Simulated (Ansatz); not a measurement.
**SiW: what a guessed cell relaxes into**

Aim: relax a trial structure of SiW and see where it ends.

Computed with Ansatz 0.2.0 (DFT PBE, scalar-relativistic, plane waves, PAW, unless a step's input says otherwise).

### 1 The system as given

Symmetry: Pm-3m, No. 221, cubic system. Conventional cell: a = 3.280 Å, b = 3.280 Å, c = 3.280 Å, α = 90.00°, β = 90.00°, γ = 90.00°. Si (site symmetry m-3m) is surrounded by 8 W at 2.84 Å. W (site symmetry m-3m) is surrounded by 8 Si at 2.84 Å.

As a file:

```xyz
2
Lattice="3.2798 0.0000 0.0000 0.0000 3.2798 0.0000 0.0000 0.0000 3.2798" Properties=species:S:1:pos:R:3 pbc="T T T"
Si    0.0000    0.0000    0.0000
W     1.6399    1.6399    1.6399
```

The cell is invented: ordered superstructure of bcc (Pm-3m, No. 221). The dimensions are guesses.

### 2 A first look at the guess

File input.yaml:

```yaml
crystal:
  lattice:
    - [3.27980347, 0.0, 0.0]
    - [0.0, 3.27980347, 0.0]
    - [0.0, 0.0, 3.27980347]
  atoms:
    - { symbol: Si, position: [0.0, 0.0, 0.0] }
    - { symbol: W, position: [0.5, 0.5, 0.5] }
basis:
  ecutwfc: 420
kpoints:
  mp_grid: { grid: [6, 6, 6] }
hamiltonian:
  xc: pbe
scf:
  occupations: { method: gaussian, width: 0.1 }
  lower_state_search: "off"
output:
  forces: true
  stress: true
  eigenvalues: true
```

Launch:

```console
$ ansatz run input.yaml --threads 1 --pin off --max-ram 2048MiB --backend cpu --events-out ev --progress --plain --runs-dir out
```

Further runs follow: a loose first relaxation; final relaxation.

Q: Predict the outcome of this session. Wanted: conventional cell; volume; energy over the elements; gap on the mesh.

**Answer**, as computed:

| quantity | value |
| --- | --- |
| symmetry at the end (tolerance 0.05 Å) | space group Pm-3m (No. 221) |
| conventional cell | a = 3.058 Å, b = 3.058 Å, c = 3.058 Å, α = 90.00°, β = 90.00°, γ = 90.00° |
| volume | 14.30 Å³/atom |
| energy over the elements | +0.13 eV/atom |
| gap on the mesh | none (metal) |

What this shows: The space group Pm-3m (No. 221) is kept, and the volume per atom shrinks by 18.9 % from the first guess. The formation energy is positive, so the separate elements lie lower. No finished test with a distortion of lower symmetry is shown, so the end may be a saddle point. Spin-orbit coupling is left out for W.
